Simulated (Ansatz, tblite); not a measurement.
# The cluster Zr4H14O15: one state, many levels

An exercise on one series of results from a longer session: the logs are not shown, and one member is left open.

The runs use Ansatz 0.2.0, Gaussian basis; as each input shows.

The runs, in order: GFN1-xTB, GFN2-xTB, PBE-D4/def2-TZVP, r2SCAN-D4/def2-TZVP, LDA/def2-TZVP, B97M-V/def2-TZVP, B3LYP-D4/def2-TZVP, PBE-D4/def2-SVP, PBE0-D4/def2-SVP, MP2/def2-SVP, RPA/def2-SVP.

6 further runs of the same task are left out: 1 for a known fault of the program, 5 set aside as unsound or not needed.

## The geometry

The geometry is that of the singlet, from an earlier relaxation (PBE-D4/def2-SVP).

33 atoms, charge 0, spin multiplicity 1.

Bond lengths: Zr1–O9 2.325 Å, Zr1–O10 2.098 Å, Zr1–O11 2.241 Å, Zr1–O15 2.192 Å, Zr1–O16 1.942 Å, Zr1–O17 1.964 Å, Zr2–O5 1.994 Å, Zr2–O6 1.959 Å, Zr2–O8 1.952 Å, Zr2–O9 2.313 Å, Zr2–O10 2.740 Å, Zr2–O11 2.167 Å, Zr3–O7 1.931 Å, Zr3–O9 2.342 Å, Zr3–O13 1.942 Å, Zr3–O14 1.982 Å, Zr3–O15 2.139 Å, Zr4–O12 1.954 Å and more. Angles: O9–Zr1–O10 82.8°, O9–Zr1–O11 66.0°, O9–Zr1–O15 71.9°, O9–Zr1–O16 94.3°, O9–Zr1–O17 159.8°, O10–Zr1–O11 78.1°, O10–Zr1–O15 153.0°, O10–Zr1–O16 95.1°, O10–Zr1–O17 101.2°, O11–Zr1–O15 83.0°, O11–Zr1–O16 159.6°, O11–Zr1–O17 95.3°, O15–Zr1–O16 96.0°, O15–Zr1–O17 99.6°, O16–Zr1–O17 104.9°, O5–Zr2–O6 106.9°, O5–Zr2–O8 103.7°, O5–Zr2–O9 98.0° and more.

Zr takes a core potential in the def2 sets. No spin-orbit coupling is included.

PBE0-D4/def2-TZVP was run before; its log isn't repeated, and its numbers join the tables.

The first run:

Tight binding, by tblite at 300 K electronic temperature and without a spin-polarisation term:

```python
tblite.interface.Calculator('GFN1-xTB', numbers, positions, charge=0, uhf=0).singlepoint()
```

Tight binding, by tblite at 300 K electronic temperature and without a spin-polarisation term:

```python
tblite.interface.Calculator('GFN2-xTB', numbers, positions, charge=0, uhf=0).singlepoint()
```

start.molden holds the orbitals of an earlier run on this state, given as this run's starting guess.

in.yaml

```yaml
crystal:
  periodic: [false, false, false]
  atoms:
    - {symbol: Zr, position_ang: [0.827756, 0.437673, -0.017957]}
    - {symbol: Zr, position_ang: [-2.460075, -0.417619, -0.299998]}
    - {symbol: Zr, position_ang: [0.650179, -3.152125, -0.500894]}
    - {symbol: Zr, position_ang: [1.882985, 3.429114, 1.578790]}
    - {symbol: O, position_ang: [-3.281771, -2.193391, 0.084112]}
    - {symbol: O, position_ang: [-3.511814, 0.919614, 0.671124]}
    - {symbol: O, position_ang: [-1.022758, -3.735753, 0.267208]}
    - {symbol: O, position_ang: [-2.968645, -0.063307, -2.150786]}
    - {symbol: O, position_ang: [-0.434159, -1.171729, -1.123077]}
    - {symbol: O, position_ang: [-0.743839, 1.696443, -0.608089]}
    - {symbol: O, position_ang: [-0.883566, -0.365311, 1.185315]}
    - {symbol: O, position_ang: [0.762812, 4.030225, 0.094303]}
    - {symbol: O, position_ang: [1.928915, -4.498213, 0.066921]}
    - {symbol: O, position_ang: [0.709938, -3.255095, -2.479626]}
    - {symbol: O, position_ang: [1.701433, -1.526744, 0.410351]}
    - {symbol: O, position_ang: [1.947462, 0.826406, -1.556121]}
    - {symbol: O, position_ang: [1.613636, 1.472703, 1.454544]}
    - {symbol: O, position_ang: [1.179381, 4.086383, 3.271028]}
    - {symbol: O, position_ang: [3.749185, 3.904055, 1.297843]}
    - {symbol: H, position_ang: [-4.120168, -2.626836, -0.145293]}
    - {symbol: H, position_ang: [-4.159228, 1.638625, 0.663137]}
    - {symbol: H, position_ang: [-1.934505, -3.340498, 0.260785]}
    - {symbol: H, position_ang: [-2.833015, 0.517380, -2.914720]}
    - {symbol: H, position_ang: [-0.391486, -1.203951, -2.101068]}
    - {symbol: H, position_ang: [-1.312217, 2.109077, 0.072356]}
    - {symbol: H, position_ang: [-1.046165, -0.092676, 2.105579]}
    - {symbol: H, position_ang: [0.206241, 3.479001, -0.502147]}
    - {symbol: H, position_ang: [2.446272, -5.231439, 0.423118]}
    - {symbol: H, position_ang: [1.084466, -3.909170, -3.090209]}
    - {symbol: H, position_ang: [2.505297, -1.660554, 0.941422]}
    - {symbol: H, position_ang: [2.413771, 0.997103, -2.384335]}
    - {symbol: H, position_ang: [0.915998, 4.609885, 4.037737]}
    - {symbol: H, position_ang: [4.577673, 4.290703, 0.988635]}
basis:
  gaussian: {orbitals: def2-TZVP, fitting: {mean_field: def2-universal-jkfit}, initial_orbitals: start.molden}
hamiltonian: {xc: pbe, dispersion: d4}
scf: {omitted_lower_state_checks: [starts]}
output: {orbitals: {seedname: orbitals}}
```

The run is started by

```console
ansatz run in.yaml --threads 2 --pin off --events-out ev --progress --plain --max-ram 32768MiB --backend cuda --devices 0, --max-vram 18GiB
```

Among the steps run: PBE-D4/def2-TZVP; r2SCAN-D4/def2-TZVP; LDA/def2-TZVP; B97M-V/def2-TZVP; B3LYP-D4/def2-TZVP; PBE-D4/def2-SVP; PBE0-D4/def2-SVP; MP2/def2-SVP; RPA/def2-SVP.

One table of the session follows, with a row left open; its other results are not shown here.

It belongs to the step «Binding energy». 

| level | binding an atom (eV) |
| --- | --- |
| HF/def2-SVP | 3.264 |
| LDA/def2-TZVP | 5.493 |
| B97M-V/def2-TZVP | 4.688 |
| B3LYP-D4/def2-TZVP | 4.680 |
| PBE0-D4/def2-SVP | ? |
| PBE0-D4/def2-TZVP | 4.644 |
| MP2/def2-SVP | 4.675 |

Estimate the missing values for PBE0-D4/def2-SVP.

The run gave: binding an atom (eV): 4.714. In the column «binding an atom (eV)» it lies between B97M-V/def2-TZVP (4.688) and LDA/def2-TZVP (5.493).

To keep in mind: Free atoms were run apart at each level; binding is atoms less cluster, divided by the number of atoms, without zero-point or spin-orbit terms.
